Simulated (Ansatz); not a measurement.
# CdO: the cost of one run

Method: the levels named in each step, in Ansatz 0.2.0.

### Step 1. The starting structure

Bond lengths: O1–Cd2 1.822 Å.

As a file:

```xyz
2

O     0.0000    0.0000    0.0000
Cd    0.0000    0.0000    1.8223
```

### Step 2. A rough first relaxation, PBE-D4/def2-SVP

This run stands in another session on the same molecule. It ended at:

```xyz
2

O     0.0000    0.0000   -0.0380
Cd    0.0000    0.0000    1.8603
```

### Step 3. Relaxation, PBE0-D4/def2-TZVPP

This run stands in another session on the same molecule. It ended at:

```xyz
2

O     0.0000    0.0000   -0.0316
Cd    0.0000    0.0000    1.8539
```

### Step 4. Frequencies, PBE0-D4/def2-TZVPP

Contents of input.yaml:

```yaml
crystal:
  periodic: [false, false, false]
  atoms:
    - { symbol: O, position_ang: [0.0, 0.0, -0.03157759] }
    - { symbol: Cd, position_ang: [0.0, 0.0, 1.85389759] }
basis:
  gaussian: { orbitals: def2-TZVPP }
hamiltonian:
  xc: pbe0
  dispersion: d4
phonons: {}
```

Run with:

```console
ansatz run input.yaml --threads 2 --pin off --max-ram 5120MiB --backend cpu --events-out ev --progress --plain --runs-dir out
```

**Question.** How long does this run take on 2 threads of AMD EPYC 9R45 (Zen 5), shared host, and how much memory does it need?

About 3.9 s, with a peak of 0.15 GiB.
